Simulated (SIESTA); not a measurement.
## PbS2: single point with PBEsol

The system is PbS2.

```
Pb S
1.0
    -3.07497    3.07497    3.77660
     3.07497   -3.07497    3.77660
     3.07497    3.07497   -3.77660
Pb S
2 4
Direct
  0.24564 0.24594 0.99731
  0.75498 0.75701 0.00902
  0.37986 0.12218 0.49879
  0.61575 0.87836 0.50012
  0.87772 0.38501 0.25910
  0.12749 0.62851 0.73724
```

The cell comes from a database or a generator and needn't be the stable form of this composition.

The cell isn't the ideal one: atoms moved at random, drawn with an rms of 0.05 Å.

```yaml
Program: SIESTA 5.4.2
Task: single point
Functional: PBEsol
Potentials_or_basis: PseudoDojo 0.4 standard (PBEsol files)
Basis: DZP (energy shift 0.003 Ry; two zetas on semicore shells)
Grid_cutoff: 500 Ry
Energy_shift: 0.003 Ry
k_mesh: 6 × 6 × 6
Occupations: fermi-dirac, width 0.05 eV
Spin: no spin polarisation
```

```json
{
 "Pressure": "-1.0 GPa",
 "Largest force": "0.486 eV/Å",
 "Band gap on the k mesh": "0.16 eV, indirect (least direct gap 0.68 eV)"
}
```

Forces in eV/Å, atoms in the order of the input:
```
Pb   0.047 -0.043  0.084
Pb  -0.063 -0.021 -0.031
S    0.299 -0.199  0.033
S   -0.284  0.205  0.055
S   -0.334 -0.261  0.008
S    0.336  0.318 -0.149
```

Stress tensor (GPa, compression positive):
```
-0.81  0.09  0.06
 0.09 -0.83 -0.02
 0.06 -0.02 -1.23
```

Levels at points of the mesh, in eV from the valence-band top:
```tsv
k point	band 22	band 23	band 24	band 25	band 26	band 27	band 28	band 29	band 30	band 31
(0.00, 0.00, 0.00)	-3.73	-3.55	-3.35	-3.34	-0.38	2.72	2.76	3.02	3.05	3.63
(0.50, 0.00, 0.00)	-3.28	-2.41	-2.35	-1.13	-1.04	0.88	0.89	2.21	2.36	3.22
(0.00, 0.50, 0.00)	-3.31	-2.42	-2.34	-1.10	-1.04	0.85	0.92	2.21	2.30	3.27
(0.50, 0.50, 0.00)	-2.91	-2.79	-1.51	-1.42	-0.41	1.08	1.15	2.03	2.35	2.47
(0.00, 0.00, 0.50)	-2.88	-2.78	-1.49	-1.42	-0.42	1.06	1.14	2.03	2.28	2.50
(0.50, 0.00, 0.50)	-3.25	-2.40	-2.36	-1.18	-1.14	0.87	0.91	2.30	2.43	3.24
(0.00, 0.50, 0.50)	-3.25	-2.40	-2.32	-1.14	-1.08	0.86	0.91	2.24	2.36	3.24
(0.50, 0.50, 0.50)	-2.84	-1.55	-1.51	-0.30	0.00	1.39	1.53	1.54	2.44	2.49
```

Run time: 66 s on 1 thread of Arm Neoverse V1, on a shared host, peak memory 0.35 GiB.

Caveat: spin-orbit coupling is left out, which as a rule narrows the gap of such compounds by several tenths of an eV; the basis of atomic orbitals isn't converged, which shifts pressures, moduli and gaps. A k mesh can miss the band edges.
